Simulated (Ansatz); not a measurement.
# CH3BFN: basis-set convergence

Aim: see how fast density functionals converge with the basis set for CH3BFN.

Program: Ansatz 0.2.0, Gaussian basis. Level of theory: one geometry, several basis sets. These are calculated values, not measurements.

Levels to be run: PBE0-D4/def2-SVP; ωB97M-V/def2-SVP; PBE0-D4/def2-QZVPP; ωB97M-V/def2-QZVPP; the functionals' def2-TZVPP values are taken from earlier runs.

**1. The relaxed structure**

All runs share one geometry, relaxed beforehand with PBE0-D4 in a triple-zeta def2 set.

SMILES `FC1BN1`, 7 atoms, charge 0, spin multiplicity 1.

Atoms are counted from 1 here; the program's logs count them from 0.

Bond lengths: F1–C2 1.383 Å, C2–B3 1.547 Å, C2–N4 1.420 Å, C2–H5 1.087 Å, B3–N4 1.354 Å, B3–H6 1.181 Å, N4–H7 1.006 Å. Angles: F1–C2–B3 120.0°, F1–C2–N4 115.2°, F1–C2–H5 108.3°, B3–C2–N4 54.1°, B3–C2–H5 128.9°, N4–C2–H5 119.0°, C2–B3–N4 58.1°, C2–B3–H6 157.1°, N4–B3–H6 144.7°, C2–N4–B3 67.8°, C2–N4–H7 135.8°, B3–N4–H7 156.4°.

Geometry (Å):

```xyz
7

F    -0.67696   -1.66184   -0.32982
C    -0.61375   -0.28455   -0.22001
B     0.26026    0.36376    0.87972
N     0.67679    0.27741   -0.40568
H    -1.45662    0.13978   -0.76025
H     0.55923    0.71118    1.96861
H     1.31225    0.38627   -1.17827
```

**2. PBE0-D4 in def2-SVP**

Contents of in.yaml:

```yaml
crystal:
  periodic: [false, false, false]
  atoms:
    - {symbol: F, position_ang: [-0.676964, -1.661841, -0.329824]}
    - {symbol: C, position_ang: [-0.613748, -0.284551, -0.220007]}
    - {symbol: B, position_ang: [0.260259, 0.363761, 0.879715]}
    - {symbol: N, position_ang: [0.676791, 0.277408, -0.405680]}
    - {symbol: H, position_ang: [-1.456619, 0.139780, -0.760249]}
    - {symbol: H, position_ang: [0.559229, 0.711176, 1.968612]}
    - {symbol: H, position_ang: [1.312251, 0.386265, -1.178268]}
basis:
  gaussian: {orbitals: def2-SVP}
hamiltonian: {xc: pbe0, dispersion: d4}
output: {orbitals: {seedname: orbitals}}
```

Started as:

```bash
$ ansatz run in.yaml --threads 2 --pin off --events-out ev --progress --plain --max-ram 4352MiB
```

After this run come: ωB97M-V in def2-SVP; PBE0-D4 in def2-QZVPP; ωB97M-V in def2-QZVPP.

**Question.** What will the summary of the whole plan be? Wanted: PBE0-D4: double and triple zeta above quadruple; ωB97M-V: double and triple zeta above quadruple.

The runs gave:

| quantity | value |
| --- | --- |
| PBE0-D4: double and triple zeta above quadruple | 7.25, 0.33 eV |
| ωB97M-V: double and triple zeta above quadruple | 7.44, 0.31 eV |

In words: For PBE0-D4 the step from double to triple zeta gains 6.92 eV and the next only 0.33 eV. Total energies overstate the basis error of differences, where much of it tends to cancel. The LUMO of ωB97M-V is positive and keeps falling with the basis (2.16 to 1.38 eV): an unbound level that the basis holds in place.
